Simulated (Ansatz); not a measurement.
Run this with the Ansatz DFT code, driven from Python and show what comes out.

The script, `csgdo3.py`:
```python
"""Smearing width test for CsGdO3."""

from dataclasses import dataclass
import warnings

import ansatz as az
from ase import Atoms
import pandas as pd


@dataclass(frozen=True)
class Options:
    functional: str = "r2scan"
    vdw: str = "d4"
    ecut: int = 550
    kmesh: tuple[int, ...] = (3, 3, 3)
    scf_tol: float = 1e-09


settings = Options()


def main() -> None:
    warnings.simplefilter("ignore", az.DeckWarning)

    atoms = Atoms(
        ["Cs", "Gd", "O", "O", "O"],
        scaled_positions=[
            (0.0, 0.0, 0.0),
            (0.5, 0.5, 0.5),
            (0.5, 0.5, 0.0),
            (0.5, 0.0, 0.5),
            (0.0, 0.5, 0.5),
        ],
        cell=[
            (4.54545, 0.0, 0.0),
            (0.0, 4.54545, 0.0),
            (0.0, 0.0, 4.54545),
        ],
        pbc=True,
    )
    atoms.set_initial_magnetic_moments([0.0, 9.1, 0.0, 0.0, 0.0])
    csgdo3 = az.Crystal.from_ase(atoms)

    job = csgdo3.calculation()
    job = job.functional(settings.functional, dispersion=settings.vdw)
    job = job.basis(settings.ecut).kpoints(*settings.kmesh)
    job = job.spin("collinear")
    job = job.hubbard("Gd", "f", u_eff=3.5)
    job = job.scf(tolerance=settings.scf_tol).stress()

    rows = []
    for value in [0.5, 0.3, 0.2, 0.1]:
        report = job.occupations("methfessel_paxton", width=value).run(threads=1).report
        rows.append((value, report["free_energy_ev"] / len(report["lattice"]["sites"]), report["n_iterations"], sum(report["stress_gpa"][i][i] for i in range(3)) / 3, report["magnetization_mub"], report["n_kpoints"]))

    table = pd.DataFrame(rows, columns=["width (eV)", "F/atom (eV)", "iterations", "P (GPa)", "moment (muB)", "k-points"])
    print(table.round(5).to_string(index=False))

    # differences from the last row
    for row in rows[:-1]:
        shift = 1000 * (row[1] - rows[-1][1])
        print(f"{row[0]}: {shift:+.2f} meV/atom" + ("  (within 2 meV)" if abs(shift) < 2 else ""))


if __name__ == "__main__":
    main()
```

```console
$ python csgdo3.py
 width (eV)  F/atom (eV)  iterations  P (GPa)  moment (muB)  k-points
        0.5  -3348.03240          27 -1.28239       4.99428         4
        0.3  -3348.02977          23 -1.65009       5.00000         4
        0.2  -3348.02888          23 -1.66344       5.00000         4
        0.1  -3348.02801          24 -1.59845       5.00000         4
0.5: -4.38 meV/atom
0.3: -1.75 meV/atom  (within 2 meV)
0.2: -0.86 meV/atom  (within 2 meV)
```

Going from 0.1 to 0.5 eV changes F by -4.4 meV an atom. This scheme is built to cancel the term in the square of the width, so the shifts stay small and are partly the mesh's error. The pressure moves from -1.60 to -1.28 GPa.

Reading the output:
- Open f shells: with a Hubbard U, without spin-orbit coupling; the state reached hangs on the start and needn't be the lowest.
- Dispersion corrections can be off by several per cent in the lattices of metals, and by several GPa in the pressure at a fixed cell.
- U, its shell and the double counting are chosen to explore, and aren't derived for this compound.
- For a metal this mesh is far too coarse, so the numbers only illustrate the procedure.
- The overall sign of a collinear moment is arbitrary, and semilocal functionals can give small moments to compounds that are paramagnetic.
- The program warned that this SCF threshold is loose for forces or stresses.
- The narrowest width needs the finest mesh, so the last row is no converged reference.
- Pressure is positive in compression.
- r2SCAN tends to overestimate the moments of itinerant magnets.
- The structure comes from a database of computed cells and needn't be a stable or known phase.
- The script silences the warnings on its input, which a real study should read.
- Finished in 61 s on 1 thread of Arm Neoverse V2, with other jobs on the host, peak memory 0.76 GiB.
